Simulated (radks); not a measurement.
**Cs²⁺ inside a hard spherical wall**

Aim: energy, levels and pressure of Cs²⁺ as a wall, at which all orbitals vanish, closes in. The configuration stays [Kr] 4d10 5s2 5p5.

Method: scalar-relativistic Kohn-Sham, PBE, spin-polarised, spherical densities, point nucleus; open shells are filled with parallel spins first. Code: radks (a radial shooting solver on a logarithmic mesh, Libxc functionals) version 1.

## Step 1: The system

```
element       : caesium (Z = 55)
charge        : +2
electrons     : 53
configuration : [Kr] 4d10 5s2 5p5
```

The outer shells:

Cs²⁺
```
[Kr] core
4d [↑↓][↑↓][↑↓][↑↓][↑↓]
5s [↑↓]
5p [↑↓][↑↓][↑ ]
```

## Step 2: The free atom

The run's settings:

```text
Z 55
configuration [Kr] 4d10 5s2 5p5 6s0 4f0 5d0
relativity scalar-relativistic
functional pbe,pbe
spin polarised
nucleus point
c 137.035999084
```

## Step 3: Wall at 15 bohr

Settings, as their differences from step 2:

```diff
@@ -6,2 +6,3 @@
 nucleus point
+wall 15 bohr
 c 137.035999084
```

## Step 4: Wall at 12 bohr

Settings, as their differences from step 3:

```diff
@@ -6,3 +6,3 @@
 nucleus point
-wall 15 bohr
+wall 12 bohr
 c 137.035999084
```

## Step 5: Wall at 10 bohr

Settings, as their differences from step 4:

```diff
@@ -6,3 +6,3 @@
 nucleus point
-wall 12 bohr
+wall 10 bohr
 c 137.035999084
```

## Step 6: Wall at 8 bohr

Settings, as their differences from step 5:

```diff
@@ -6,3 +6,3 @@
 nucleus point
-wall 10 bohr
+wall 8 bohr
 c 137.035999084
```

## Step 7: Wall at 7 bohr

Settings, as their differences from step 6:

```diff
@@ -6,3 +6,3 @@
 nucleus point
-wall 8 bohr
+wall 7 bohr
 c 137.035999084
```

## Step 8: Wall at 4 bohr

Settings, as their differences from step 7:

```diff
@@ -6,3 +6,3 @@
 nucleus point
-wall 7 bohr
+wall 4 bohr
 c 137.035999084
```

## Step 9: Wall at 2 bohr

Settings, as their differences from step 8:

```diff
@@ -6,3 +6,3 @@
 nucleus point
-wall 4 bohr
+wall 2 bohr
 c 137.035999084
```

## Step 10: Wall at 1.5 bohr

Settings, as their differences from step 9:

```diff
@@ -6,3 +6,3 @@
 nucleus point
-wall 2 bohr
+wall 1.5 bohr
 c 137.035999084
```

What does the calculation give? Wanted: for each run, R; E − E(free); ε(5p); ε(5d, empty); ε(6s, empty); ε(4f, empty); pressure.

As calculated:

```tsv
R (bohr)	E − E(free) (eV)	ε(5p) (eV)	ε(5d, empty) (eV)	ε(6s, empty) (eV)	ε(4f, empty) (eV)	pressure (GPa)
free	0.000	-29.142	-12.572	-12.031	-7.646	0
15	0.000	-29.142	-12.572	-12.031	-7.646	< 0.0001
12	0.000	-29.142	-12.572	-12.030	-7.646	< 0.0001
10	0.000	-29.142	-12.571	-12.021	-7.642	< 0.0001
8	0.000	-29.142	-12.551	-11.897	-7.616	0.000835
7	0.003	-29.137	-12.486	-11.572	-7.563	0.0135
4	3.742	-27.149	-7.592	3.315	-4.696	44.7
2	346.75	44.001	89.573	226.29	42.105	18918
1.5	1377.7	200.25	263.61	587.52	113.36	159355
```

Eigenvalues are for spin up. At the tightest wall, 1.5 bohr, the energy stands 1377.7 eV above the free atom and the pressure, −dE/dV, is 159355 GPa. Of the levels in the table that exist at both ends, 6s (empty) rises most from the free atom (599.55 eV). From R = 2 bohr inwards the highest occupied level lies above zero, pushed up by confinement. Shells are not refilled when levels cross, and a hard wall is a model, not a crystal.
